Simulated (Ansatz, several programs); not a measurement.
Antiperovskite K3BrS, relaxed with r2SCAN in Ansatz (plane waves, PAW): space group Pm-3m (No. 221), cubic; a = 5.955 Å in the conventional setting, 42.24 Å³ an atom. Br is surrounded by 12 K at 4.21 Å; S is surrounded by 6 K at 2.98 Å; K is surrounded by 2 S at 2.98 Å and 4 Br at 4.21 Å. The cell was then scaled with its shape and fractional coordinates held. No spin polarisation. The prototype was imposed, so other structures may be more stable.

```tsv
V (Å³/atom)	E (meV/atom)
39.704	7.18
40.971	1.72
42.238	0.00
44.773	5.66
```

Question: Pass a cubic E = c₀ + c₁u + c₂u² + c₃u³, with u = V − 41.922 Å³, through these points.

Answer: c₀ = 0.11, c₁ = -0.666, c₂ = 1.041, c₃ = -0.0435 (meV and Å³).

Question: Where is the minimum, and what bulk modulus follows?

Answer: dE/du = 0 at u = +0.327, so V₀ = 42.25 Å³. B = V₀ d²E/dV² = 42.25 × (2c₂ + 6c₃u) = 42.25 × 1.996 = 84 meV/Å³, and 1 meV/Å³ is 0.16022 GPa: 14 GPa. A third-order Birch-Murnaghan fit to all five points gives 42.25 Å³ and 13 GPa.

Question: Predict the energy and the pressure at the withheld volume, 43.506 Å³.

Answer: With u = +1.584: E ≈ 1.49 meV and P = −dE/dV ≈ -0.37 GPa. The run gives 1.48 meV and, from its stress, -0.37 GPa.
